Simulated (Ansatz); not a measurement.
**Li3In (Fm-3m): supercell folding check from a Python script**

A script is to give a supercell folding check; the system is Li3In (Fm-3m).

Program: Ansatz 0.2.0 through its Python package. Level of theory: DFT PBEsol, plane waves, PAW. These are calculated values, not measurements.

### 1 Starting point

The structure is cubic, space group Fm-3m (No. 225). The conventional cell has a = 6.587 Å, b = 6.587 Å, c = 6.587 Å, α = 90.00°, β = 90.00°, γ = 90.00°. Li (site symmetry -43m) has 4 Li at 2.85 Å and 4 In at 2.85 Å as nearest neighbours. Li (site symmetry m-3m) is surrounded by 8 Li at 2.85 Å. Around In (site symmetry m-3m) lie 8 Li at 2.85 Å.

The script holds or builds the structure itself.

### 2 The script

Contents of run_fold.py:

```python
"""Band folding check for Li3In."""

import ansatz as az
import pandas as pd

XC = "pbesol"
FILLING = "cold"
SMEARING_WIDTH = 0.15

cell = (
    az.Lattice.of((0.0, 3.293469, 3.293469), (3.293469, 0.0, 3.293469), (3.293469, 3.293469, 0.0))
    .atom("Li", (0.25, 0.25, 0.25))
    .atom("Li", (0.75, 0.75, 0.75))
    .atom("Li", (0.5, 0.5, 0.5))
    .atom("In", (0.0, 0.0, 0.0))
)

# the mesh shrinks as the cell grows, so that all cells sample the same points
mesh = (4, 4, 4)
rows = []
for repeats in [(1, 1, 1), (1, 2, 1), (2, 2, 1)]:
    base = cell.supercell(*repeats).calculation()
    base = base.functional(XC)
    base = base.occupations(FILLING, width=SMEARING_WIDTH).kpoints(*(k // n for k, n in zip(mesh, repeats)))
    report = base.run(threads=1, pin="off").report
    n = len(report["lattice"]["sites"])
    rows.append((repeats, n, report["free_energy_ev"] / n, report["fermi_energy_ev"], report["n_kpoints"], report["n_symmetry_ops"]))
print(pd.DataFrame(rows, columns=["repeats", "atoms", "F/atom eV", "Fermi level eV", "k-points", "symmetry operations"]).round(4).to_string(index=False))
```

### 3 What the engine is handed

The package turns the script's settings into the engine's input (first run):

```yaml
crystal:
  lattice:
    - [0.0, 3.293469, 3.293469]
    - [3.293469, 0.0, 3.293469]
    - [3.293469, 3.293469, 0.0]
  atoms:
    - { symbol: Li, position: [0.25, 0.25, 0.25] }
    - { symbol: Li, position: [0.75, 0.75, 0.75] }
    - { symbol: Li, position: [0.5, 0.5, 0.5] }
    - { symbol: In, position: [0.0, 0.0, 0.0] }
kpoints:
  mp_grid:
    grid: [4, 4, 4]
hamiltonian:
  xc: pbesol
scf:
  occupations:
    method: cold
    width: 0.15
```

### 4 The run

Run with:

```console
$ python run_fold.py
```

Output:

```text
DeckWarning: basis.ecutwfc = 420 eV, auto-derived from the records' recommended cutoffs: set by Li (normal level)
  repeats  atoms  F/atom eV  Fermi level eV  k-points  symmetry operations
(1, 1, 1)      4 -1533.8579          4.6515         8                   48
(1, 2, 1)      8 -1533.8579          4.6515         8                   24
(2, 2, 1)     16 -1533.8579          4.6515         8                   32
```

(Warnings from the package without file and line.)

It took 6.6 s on 1 thread of Intel Xeon 6975P-C (Granite Rapids), shared host; peak memory 0.65 GiB.

### 5 Inputs of later runs

The engine's inputs for the other runs:

Run 2, against run 1:

```diff
@@ -10,0 +11 @@
+  supercell: [1, 2, 1]
@@ -13 +14 @@
-    grid: [4, 4, 4]
+    grid: [4, 2, 4]
```

Run 3, against run 1:

```diff
@@ -10,0 +11 @@
+  supercell: [2, 2, 1]
@@ -13 +14 @@
-    grid: [4, 4, 4]
+    grid: [2, 2, 4]
```

### 6 What the script built

Run 3 starts from these 16 atoms:

```xyz
16
Lattice="0.000 6.587 6.587 6.587 0.000 6.587 3.293 3.293 0.000" Properties=species:S:1:pos:R:3 pbc="T T T"
Li    1.647    1.647    1.647
Li    4.940    4.940    4.940
Li    3.293    3.293    3.293
In    0.000    0.000    0.000
Li    4.940    1.647    4.940
Li    8.234    4.940    8.234
Li    6.587    3.293    6.587
In    3.293    0.000    3.293
Li    1.647    4.940    4.940
Li    4.940    8.234    8.234
Li    3.293    6.587    6.587
In    0.000    3.293    3.293
Li    4.940    4.940    8.234
Li    8.234    8.234   11.527
Li    6.587    6.587    9.880
In    3.293    3.293    6.587
```

Lines on the test bed's own set-up are left out of the output.

### 7 The runs side by side

From the records of these 3 runs:

| run | system | k mesh | energy from run 3 (meV/atom) | SCF cycles | CPU time (s) |
| --- | --- | --- | --- | --- | --- |
| 1 | Li3In (4 atoms) | [4, 4, 4] | 0.00 | 5 | 0.36 |
| 2 | Li3In (8 atoms) | [4, 2, 4] | 0.00 | 5 | 0.79 |
| 3 | Li3In (16 atoms) | [2, 2, 4] | 0.00 | 5 | 4.6 |

Energies are free energies F = E - TS of the smeared occupations. 

### 8 What came out

| quantity | value |
| --- | --- |
| runs compared | 3 |
| largest difference per atom | 0.000 meV |

Cells and meshes that sample the same points give the same energy per atom. The dearest, run 3 (Li3In (16 atoms)), took some 13 times as long as run 1 (Li3In (4 atoms)). Notes:
- For a metal this k-point mesh is coarse: on a finer one energies can move by several to tens of meV an atom and pressures by half a GPa or more, differences at one mesh by less.
- This cell is a computed structure, which may not be the phase found in nature.
- The count of operations in a supercell holds its pure translations too, and an uneven repeat can lower the point group.
